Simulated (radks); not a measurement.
**Valence configurations of Ce²⁺**

The task here is to estimate one member of a computed series from the others.

The numbers are computed with radks (a radial shooting solver on a logarithmic mesh, Libxc functionals) version 1 (Dirac Kohn-Sham, PBEsol, spin-unpolarised, spherical densities, point nucleus; open shells are shared between the two j in proportion to 2j + 1), except any that are marked as measured or tabulated.

## What is computed

```
element       : cerium (Z = 58)
charge        : +2
electrons     : 56
configuration : [Xe] 4f2
others tried  : 4f1 5d1; 4f1 6p1; 5d1 6p1; 5d1 6s1; 4f0.5 6p1.5; 4f0.5 5d0.5 6p1; 4f1.5 6s0.5; 4f1 6s1; 4f1.5 6p0.5
```

Outer shells as boxes (Hund's rule):

Ce²⁺
```
[Xe] core
4f [↑ ][↑ ][  ][  ][  ][  ][  ]
```

The first run:

The run's settings:

```text
Z 58
configuration [Xe] 4f2
relativity Dirac
functional pbe_sol,pbe_sol
spin unpolarised
j_filling average
nucleus point
c 137.035999084
```

Steps of the session up to this table: [Xe] 4f2.

One table of the session follows, with a row left open; its other results are not shown here.

It belongs to the step «[Xe] 4f2». From the orbitals of this run (lengths in bohr):

```
level     <r>  outermost maximum (interpolated)  90 % within  nodes
4p3/2  0.6858                             0.628        0.998      2
4d3/2  0.7440                             0.650         1.12      1
4d5/2  0.7540                             0.658         1.14      1
5s1/2   1.543                              1.39         2.22      4
5p1/2   1.736                              1.53         2.53      3
5p3/2   1.817                              1.60         2.65      3
4f5/2   1.210                             0.725         2.16      0
4f7/2       ?                                 ?            ?      ?
```

**Question.** Estimate the row for 4f7/2.

As computed: <r>: 1.226; outermost maximum (interpolated): 0.730; 90 % within: 2.19; nodes: 0. In the column «<r>» it lies between 4f5/2 (1.210) and 5s1/2 (1.543).
